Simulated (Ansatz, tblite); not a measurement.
**C₁₇H₁₃Cl₃N₂Si: which spin state is lowest**

Aim: set other spin states of C₁₇H₁₃Cl₃N₂Si against its singlet, on many levels of theory.

The runs use Ansatz 0.2.0, Gaussian basis; as each input shows.

The runs, in order: triplet, at the geometry of the singlet (GFN1-xTB, GFN2-xTB, PBE0-D4/def2-TZVP, PBE-D4/def2-TZVP); the singlet's energies come from earlier runs.

## 1. The geometry

The singlet was relaxed beforehand with PBE-D4/def2-SVP.

SMILES `Cl[Si](Cl)(Cl)Cc1ccc(-c2cnc(-c3ccccc3)nc2)cc1`, 36 atoms, charge 0, spin multiplicity 1.

Bond lengths: Cl1–Si2 2.068 Å, Si2–Cl3 2.069 Å, Si2–Cl4 2.067 Å, Si2–C5 1.883 Å, C5–C6 1.506 Å, C5–H24 1.110 Å, C5–H25 1.111 Å, C6–C7 1.410 Å, C6–C23 1.410 Å, C7–C8 1.398 Å, C7–H26 1.101 Å, C8–C9 1.414 Å, C8–H27 1.100 Å, C9–C10 1.475 Å, C9–C22 1.414 Å, C10–C11 1.414 Å, C10–C21 1.414 Å, C11–N12 1.332 Å and more. Angles: Cl1–Si2–Cl3 108.7°, Cl1–Si2–Cl4 108.6°, Cl1–Si2–C5 110.4°, Cl3–Si2–Cl4 109.0°, Cl3–Si2–C5 109.8°, Cl4–Si2–C5 110.3°, Si2–C5–C6 112.1°, Si2–C5–H24 106.4°, Si2–C5–H25 106.5°, C6–C5–H24 112.0°, C6–C5–H25 112.1°, H24–C5–H25 107.4°, C5–C6–C7 120.9°, C5–C6–C23 120.9°, C7–C6–C23 118.2°, C6–C7–C8 120.9°, C6–C7–H26 119.6°, C8–C7–H26 119.5° and more.

Coordinates:

```
Cl    6.16051    2.32424   -0.74599
Si    6.59203    0.75518    0.53054
Cl    8.64249    0.48465    0.58033
Cl    5.93273    1.24660    2.42712
C     5.75501   -0.82315   -0.06366
C     4.25404   -0.69941   -0.07591
C     3.58109   -0.15399   -1.18891
C     2.19196    0.00421   -1.18233
C     1.42078   -0.37002   -0.05796
C    -0.04463   -0.20544   -0.05437
C    -0.69671    0.87066   -0.69964
N    -2.02011    1.02148   -0.71506
C    -2.75902    0.09323   -0.06624
C    -4.23262    0.24982   -0.08299
C    -4.82433    1.35718   -0.73007
C    -6.21659    1.50158   -0.74847
C    -7.03442    0.54413   -0.12353
C    -6.45146   -0.56033    0.52215
C    -5.05962   -0.70828    0.54416
N    -2.24499   -0.96798    0.59584
C    -0.91998   -1.10819    0.59227
C     2.09928   -0.90910    1.05902
C     3.48868   -1.06623    1.05041
H     6.09962   -1.63384    0.61212
H     6.16506   -1.03608   -1.07362
H     4.15653    0.14609   -2.07838
H     1.69184    0.40308   -2.07773
H    -0.10294    1.65417   -1.20622
H    -4.16428    2.09270   -1.21224
H    -6.67031    2.36816   -1.25449
H    -8.12926    0.65860   -0.14026
H    -7.08973   -1.31255    1.01166
H    -4.58050   -1.56334    1.04266
H    -0.51541   -1.99827    1.10938
H     1.53171   -1.18538    1.96054
H     3.99357   -1.47419    1.93986
```

## 2. Triplet at the fixed geometry, GFN1-xTB

Tight binding, by tblite at 300 K electronic temperature and without a spin-polarisation term:

```python
tblite.interface.Calculator('GFN1-xTB', numbers, positions, charge=0, uhf=2).singlepoint()
```

Energy -1741.8474 eV; 0.12 s.

## 3. Triplet at the fixed geometry, GFN2-xTB

Tight binding, by tblite at 300 K electronic temperature and without a spin-polarisation term:

```python
tblite.interface.Calculator('GFN2-xTB', numbers, positions, charge=0, uhf=2).singlepoint()
```

Energy -1748.7912 eV; 0.12 s.

## 4. Triplet at the fixed geometry, PBE0-D4/def2-TZVP

in.yaml reads:

```yaml
crystal:
  periodic: [false, false, false]
  atoms:
    - {symbol: Cl, position_ang: [6.160510, 2.324245, -0.745992]}
    - {symbol: Si, position_ang: [6.592027, 0.755179, 0.530542]}
    - {symbol: Cl, position_ang: [8.642485, 0.484646, 0.580334]}
    - {symbol: Cl, position_ang: [5.932726, 1.246598, 2.427120]}
    - {symbol: C, position_ang: [5.755013, -0.823148, -0.063664]}
    - {symbol: C, position_ang: [4.254036, -0.699407, -0.075908]}
    - {symbol: C, position_ang: [3.581088, -0.153990, -1.188906]}
    - {symbol: C, position_ang: [2.191957, 0.004213, -1.182332]}
    - {symbol: C, position_ang: [1.420784, -0.370023, -0.057961]}
    - {symbol: C, position_ang: [-0.044633, -0.205440, -0.054372]}
    - {symbol: C, position_ang: [-0.696706, 0.870659, -0.699640]}
    - {symbol: N, position_ang: [-2.020111, 1.021483, -0.715057]}
    - {symbol: C, position_ang: [-2.759023, 0.093233, -0.066237]}
    - {symbol: C, position_ang: [-4.232625, 0.249822, -0.082990]}
    - {symbol: C, position_ang: [-4.824329, 1.357177, -0.730071]}
    - {symbol: C, position_ang: [-6.216585, 1.501575, -0.748466]}
    - {symbol: C, position_ang: [-7.034418, 0.544129, -0.123528]}
    - {symbol: C, position_ang: [-6.451464, -0.560326, 0.522148]}
    - {symbol: C, position_ang: [-5.059621, -0.708277, 0.544155]}
    - {symbol: N, position_ang: [-2.244987, -0.967978, 0.595839]}
    - {symbol: C, position_ang: [-0.919976, -1.108190, 0.592267]}
    - {symbol: C, position_ang: [2.099281, -0.909097, 1.059023]}
    - {symbol: C, position_ang: [3.488685, -1.066232, 1.050414]}
    - {symbol: H, position_ang: [6.099616, -1.633845, 0.612124]}
    - {symbol: H, position_ang: [6.165058, -1.036077, -1.073623]}
    - {symbol: H, position_ang: [4.156534, 0.146089, -2.078382]}
    - {symbol: H, position_ang: [1.691836, 0.403075, -2.077730]}
    - {symbol: H, position_ang: [-0.102938, 1.654172, -1.206219]}
    - {symbol: H, position_ang: [-4.164285, 2.092701, -1.212243]}
    - {symbol: H, position_ang: [-6.670308, 2.368159, -1.254491]}
    - {symbol: H, position_ang: [-8.129264, 0.658597, -0.140257]}
    - {symbol: H, position_ang: [-7.089730, -1.312550, 1.011658]}
    - {symbol: H, position_ang: [-4.580499, -1.563340, 1.042660]}
    - {symbol: H, position_ang: [-0.515407, -1.998269, 1.109382]}
    - {symbol: H, position_ang: [1.531708, -1.185384, 1.960545]}
    - {symbol: H, position_ang: [3.993567, -1.474190, 1.939857]}
basis:
  gaussian: {orbitals: def2-TZVP, fitting: {mean_field: def2-universal-jkfit}}
magnetization: {spin_polarized: true, initial_magnetization: 2}
hamiltonian: {xc: pbe0, dispersion: d4}
scf: {omitted_lower_state_checks: [starts]}
output: {orbitals: {seedname: orbitals}}
```

Launch:

```bash
$ ansatz run in.yaml --threads 2 --pin off --events-out ev --progress --plain --max-ram 22528MiB --backend cuda --devices 0, --max-vram 18GiB
```

The log of the run:

```text
Functional definition: PBE0
  name "PBE0"
  cite "Adamo & Barone, J. Chem. Phys. 110, 6158 (1999) doi:10.1063/1.478522"
  cite "Perdew, Burke & Ernzerhof, Phys. Rev. Lett. 77, 3865 (1996) doi:10.1103/PhysRevLett.77.3865"
  parent pbe
  parameter a = 0.25
  parameter kappa = 0.804
  parameter beta = 0.06672455060314922
  exchange = (1 - a)*pbe_x(kappa = kappa, mu = beta*pi^2/3) + a*exact_x
  correlation = pbe_c(beta = beta)
these checks for a lower state are left out or cut short: starts
2175 factors; integrals over basis functions are off by at most 4.0e-1 eV
mean field evaluation 1: about -66203.3253 eV, gradient 7.4e1 eV
mean field evaluation 2: about -65657.8335 eV, gradient 2.2e2 eV
mean field evaluation 4: about -66232.0623 eV, gradient 2.7e1 eV
mean field evaluation 8: about -66236.5990 eV, gradient 1.6e0 eV
mean field evaluation 16: about -66236.6193 eV, gradient 6.0e-2 eV
mean field evaluation 32: about -66236.6194 eV, gradient 2.5e-4 eV
mean field -66236.61936878 eV, -2434.1508650095 hartree, gradient 2.1e-5 eV, S^2 2.037148; 0 other end points of the search recorded, 0 dependent functions left out
reference -66236.61943282 eV, -2434.1508673628 hartree; 98, 96 occupied and 717, 719 virtual orbitals, 2175 factors
Total energy: -66237.96624712 eV, -2434.2003618756 hartree
Checks for a lower state left out: starts
```

Run time: 11 s. Hardware: 1 × H100 (card shared with other runs) with 2 threads of AMD EPYC 7R13, shared host; peak host memory 1.5 GiB.

From the report: HOMO -3.50 eV, LUMO -5.02 eV (over both spins; with the spin held, an empty level of the minority spin lies below the top filled one); ⟨S²⟩ 2.037 (pure: 2.00).

## 5. Triplet at the fixed geometry, PBE-D4/def2-TZVP

start.molden holds the orbitals of an earlier run on this state, given as this run's starting guess.

in.yaml, as its differences from that of step 4:

```diff
@@ -40,5 +40,5 @@
 basis:
-  gaussian: {orbitals: def2-TZVP, fitting: {mean_field: def2-universal-jkfit}}
+  gaussian: {orbitals: def2-TZVP, fitting: {mean_field: def2-universal-jkfit}, initial_orbitals: start.molden}
 magnetization: {spin_polarized: true, initial_magnetization: 2}
-hamiltonian: {xc: pbe0, dispersion: d4}
+hamiltonian: {xc: pbe, dispersion: d4}
 scf: {omitted_lower_state_checks: [starts]}
```

Same command.

The log of the run:

```text
Functional definition: PBE
  name "PBE"
  cite "Perdew, Burke & Ernzerhof, Phys. Rev. Lett. 77, 3865 (1996) doi:10.1103/PhysRevLett.77.3865"
  parent pbe
  parameter kappa = 0.804
  parameter beta = 0.06672455060314922
  exchange = pbe_x(kappa = kappa, mu = beta*pi^2/3)
  correlation = pbe_c(beta = beta)
these checks for a lower state are left out or cut short: starts
2175 factors; integrals over basis functions are off by at most 4.0e-1 eV
mean field evaluation 1: about -66231.1767 eV, gradient 1.6e1 eV
mean field evaluation 2: about -66231.6509 eV, gradient 6.3e-1 eV
mean field evaluation 4: about -66231.6927 eV, gradient 6.7e-2 eV
mean field evaluation 8: about -66231.6830 eV, gradient 1.8e-3 eV
mean field -66231.68302937 eV, -2433.9694578822 hartree, gradient 1.9e-5 eV, S^2 2.008292; 0 other end points of the search recorded, 0 dependent functions left out
reference -66231.68311701 eV, -2433.9694611028 hartree; 98, 96 occupied and 717, 719 virtual orbitals, 2175 factors
Total energy: -66233.24085569 eV, -2434.0267069436 hartree
Checks for a lower state left out: starts
```

Wall time 6.5 s (1 × H100 (card shared with other runs) with 2 threads of AMD EPYC 7R13, shared host).

HOMO -2.91 eV, LUMO -5.50 eV (over both spins; with the spin held, an empty level of the minority spin lies below the top filled one); ⟨S²⟩ 2.008 (pure: 2.00).

## 6. Triplet less singlet, vertical

The singlet's energies are those of its earlier runs, whose logs aren't repeated here.

| level | triplet less singlet, vertical (kJ/mol) | time |
| --- | --- | --- |
| GFN1-xTB | +266.0 | 0.2 s |
| GFN2-xTB | +250.3 | 0.22 s |
| PBE-D4/def2-TZVP | +269.4 | 10 s |
| PBE0-D4/def2-TZVP | +300.0 | 17 s |

Times add the two runs; a level without a time comes out of a correlated run. Tight binding without a spin term can't rank spin states.

## 7. Results

```
                                                quantity                                       value
triplet less singlet, vertical, functionals in def2-TZVP  +269.4 (PBE-D4) to +300.0 kJ/mol (PBE0-D4)
```

**Reading.** All functionals put the triplet above the singlet, over a spread of 30.6 kJ/mol. The checks for a lower triplet were left out, so another state of that spin may lie lower. These are electronic energies, without zero-point motion, entropy or surroundings.
